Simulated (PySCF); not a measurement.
# [Er(H2O)2]3+: other functionals and bases at one geometry

Aim: see how levels, charges and forces of [Er(H2O)2]3+ depend on the level of theory. The species was built from a template and needn't be a known compound.

The runs use PySCF 2.14.0; several levels, as the steps say, no spin–orbit coupling.

1 further run of the same task is left out (for a known fault of the program).

### Step 1. Starting geometry

7 atoms, charge 3, spin multiplicity 1.

Bond lengths: Er1–O2 2.183 Å, Er1–O5 2.179 Å, O2–H3 0.995 Å, O2–H4 0.995 Å, O5–H6 0.994 Å, O5–H7 0.995 Å. Angles: O2–Er1–O5 108.9°, Er1–O2–H3 128.6°, Er1–O2–H4 128.7°, H3–O2–H4 102.6°, Er1–O5–H6 129.1°, Er1–O5–H7 128.2°, H6–O5–H7 102.7°.

As a file:

```xyz
7
ErH4O2
Er   -0.46153    1.00171    0.01682
O     0.10054   -0.16602    1.77304
H     0.73623    0.07263    2.50078
H    -0.24319   -1.05224    2.06606
O     0.01980   -0.14073   -1.77545
H     0.57120   -0.96325   -1.86597
H    -0.25056    0.04529   -2.71527
```

Formal oxidation states: Er +3. Each metal's 11 4f electrons lie in its core potential, so multiplicities, spins and levels count the valence alone. An earlier session relaxed this geometry at PBE0, Er lcecp-1-SVP with ECP57, O def2-SVP, H def2-SVP (singlet, point group C1).

At PBE0 on the finer grid: E = -189.603030 Eh, HOMO -26.85 eV, LUMO -18.78 eV, Mulliken charge on Er1 +2.20 e, largest force component 0.016 eV/Å. 

Levels to run: r2SCAN; wB97X; PBE0, TZVP. Hardware: 2 threads of Intel Xeon Platinum 8259CL at 2.50GHz (Skylake/Cascade Lake), shared host.

### Step 2. r2SCAN

run.py (the lines that set the calculation)

```python
mol = gto.M(atom='''
Er    -0.46153     1.00171     0.01682
O      0.10054    -0.16602     1.77304
H      0.73623     0.07263     2.50078
H     -0.24319    -1.05224     2.06606
O      0.01980    -0.14073    -1.77545
H      0.57120    -0.96325    -1.86597
H     -0.25056     0.04529    -2.71527''',
    basis={'Er': 'lcecp-1-SVP', 'O': 'def2-SVP', 'H': 'def2-SVP'},
    ecp={'Er': 'lcecp-1-SVP'},
    charge=3, spin=0)
mf = dft.RKS(mol, xc='R2SCAN')
mf.grids.atom_grid = (75, 302)  # f atoms: unpruned, at least (60, 302)
mf = mf.density_fit()  # fitting sets: Er AutoAux, O def2-universal-JKFIT, H def2-universal-JKFIT
mf.conv_tol = 1e-08; mf.max_cycle = 55
mf.kernel(dm0)  # dm0: the density of the relaxed state
```

Started as:

```sh
$ OMP_NUM_THREADS=2 python run.py
```

### Step 3. wB97X

Edit run.py (the lines that set the calculation) of step 2 so:

```diff
@@ -11,3 +11,3 @@
     charge=3, spin=0)
-mf = dft.RKS(mol, xc='R2SCAN')
+mf = dft.RKS(mol, xc='WB97X')
 mf.grids.atom_grid = (75, 302)  # f atoms: unpruned, at least (60, 302)
```

### Step 4. PBE0, TZVP

Basis: Er lcecp-1-TZVP with ECP57, O def2-TZVP, H def2-TZVP. 

run.py (the lines that set the calculation)

```python
mol = gto.M(atom='''
Er    -0.46153     1.00171     0.01682
O      0.10054    -0.16602     1.77304
H      0.73623     0.07263     2.50078
H     -0.24319    -1.05224     2.06606
O      0.01980    -0.14073    -1.77545
H      0.57120    -0.96325    -1.86597
H     -0.25056     0.04529    -2.71527''',
    basis={'Er': 'lcecp-1-TZVP', 'O': 'def2-TZVP', 'H': 'def2-TZVP'},
    ecp={'Er': 'lcecp-1-TZVP'},
    charge=3, spin=0)
mf = dft.RKS(mol, xc='PBE0')
mf.grids.atom_grid = (75, 302)  # f atoms: unpruned, at least (60, 302)
mf = mf.density_fit()  # fitting sets: Er AutoAux, O def2-universal-JKFIT, H def2-universal-JKFIT
mf.conv_tol = 1e-08; mf.max_cycle = 55
mf.kernel(dm0)  # dm0: free metal ions and neutral atoms
```

**Question.** What will these runs give? Wanted: for each run, HOMO; gap; charge on Er1; dipole; largest force.

**Answer**, as computed:

| level | state | HOMO (eV) | gap (eV) | charge on Er1 (e) | dipole (D) | largest force (eV/Å) | basis functions | time |
| --- | --- | --- | --- | --- | --- | --- | --- | --- |
| PBE0 (relaxed here) | singlet | -26.85 | 8.07 | 2.20 | 3.37 | 0.02 | 81 | 13 s |
| r2SCAN | singlet | -25.45 | 6.33 | 2.19 | 3.43 | 0.13 | 81 | 7.9 s |
| wB97X | singlet | -29.36 | 13.15 | 2.23 | 3.16 | 0.18 | 81 | 6.5 s |
| PBE0, TZVP | singlet | -26.82 | 8.12 | 2.37 | 3.41 | 0.27 | 133 | 15 s |

Times are on 2 threads of Intel Xeon Platinum 8259CL at 2.50GHz (Skylake/Cascade Lake), shared host; the first row also made further properties. The dipole of a charged species depends on the origin, so these sizes hold for this origin alone.

In one basis the HOMO–LUMO gap runs from 6.33 eV (r2SCAN) to 13.15 eV (wB97X). The largest leftover force, 0.27 eV/Å with PBE0, TZVP, stands at a geometry relaxed at another level. The Mulliken charge on Er spans +2.19 to +2.37 e over the levels. With 4f in the core, its levels are missing from HOMO and gap. Total energies of different levels can't be compared. Spin–orbit coupling is left out throughout.
